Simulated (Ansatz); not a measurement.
# CH₈GeInN: how energies converge with the basis set

The task here is to estimate one member of a computed series from the others.

Program: Ansatz 0.2.0, Gaussian basis. Level of theory: one geometry, several basis sets. These are calculated values, not measurements.

Plan: PBE0-D4/def2-SVP; ωB97M-V/def2-SVP; PBE0-D4/def2-QZVPP; ωB97M-V/def2-QZVPP; the functionals' def2-TZVPP values are taken from earlier runs.

## Structure used throughout

All runs share one geometry, relaxed beforehand with PBE0-D4 in a triple-zeta def2 set. In takes the def2 core potential; no spin-orbit term is included.

SMILES `[CH3][In]([NH2])[GeH3]`, 12 atoms, charge 0, spin multiplicity 1.

Atoms are counted from 1 here; the program's logs count them from 0.

Bond lengths: C1–In2 2.149 Å, C1–H5 1.091 Å, C1–H6 1.090 Å, C1–H7 1.091 Å, In2–N3 2.015 Å, In2–Ge4 2.594 Å, N3–H8 1.007 Å, N3–H9 1.006 Å, Ge4–H10 1.541 Å, Ge4–H11 1.542 Å, Ge4–H12 1.542 Å. Angles: In2–C1–H5 110.2°, In2–C1–H6 110.2°, In2–C1–H7 110.2°, H5–C1–H6 109.0°, H5–C1–H7 108.1°, H6–C1–H7 109.0°, C1–In2–N3 114.8°, C1–In2–Ge4 130.9°, N3–In2–Ge4 114.3°, In2–N3–H8 124.4°, In2–N3–H9 124.4°, H8–N3–H9 111.1°, In2–Ge4–H10 112.3°, In2–Ge4–H11 111.6°, In2–Ge4–H12 111.6°, H10–Ge4–H11 107.2°, H10–Ge4–H12 107.2°, H11–Ge4–H12 106.6°.

Set-up of the first run:

in.yaml

```yaml
crystal:
  periodic: [false, false, false]
  atoms:
    - {symbol: C, position_ang: [-1.704530, 0.900823, 1.176367]}
    - {symbol: In, position_ang: [-0.026372, -0.055913, 0.234184]}
    - {symbol: N, position_ang: [1.052046, -1.253799, 1.443392]}
    - {symbol: Ge, position_ang: [0.850427, 0.070905, -2.203623]}
    - {symbol: H, position_ang: [-1.611915, 1.985418, 1.100788]}
    - {symbol: H, position_ang: [-1.756335, 0.620559, 2.228945]}
    - {symbol: H, position_ang: [-2.631869, 0.604484, 0.683421]}
    - {symbol: H, position_ang: [0.848236, -1.412942, 2.416407]}
    - {symbol: H, position_ang: [1.864338, -1.772319, 1.153460]}
    - {symbol: H, position_ang: [2.086835, -0.821191, -2.426729]}
    - {symbol: H, position_ang: [-0.222052, -0.374982, -3.217475]}
    - {symbol: H, position_ang: [1.251201, 1.508946, -2.589128]}
basis:
  gaussian: {orbitals: def2-SVP}
hamiltonian: {xc: pbe0, dispersion: d4}
output: {orbitals: {seedname: orbitals}}
```

On the command line:

```
> ansatz run in.yaml --threads 2 --pin off --events-out ev --progress --plain --max-ram 22528MiB --backend cpu
```

Among the steps run: PBE0-D4 in def2-SVP; ωB97M-V in def2-SVP; PBE0-D4 in def2-QZVPP; ωB97M-V in def2-QZVPP.

One table of the session follows, with a row left open; its other results are not shown here.

It belongs to the step «Density functionals: the series». 

| functional | basis | HOMO (eV) |
| --- | --- | --- |
| PBE0-D4 | def2-SVP | ? |
| PBE0-D4 | def2-TZVPP | -6.82 |
| PBE0-D4 | def2-QZVPP | -6.87 |
| ωB97M-V | def2-SVP | -9.01 |
| ωB97M-V | def2-TZVPP | -9.15 |
| ωB97M-V | def2-QZVPP | -9.17 |

Estimate the missing values for PBE0-D4, def2-SVP.

The run gave: HOMO (eV): -6.65. In the column «HOMO (eV)» it is the highest.
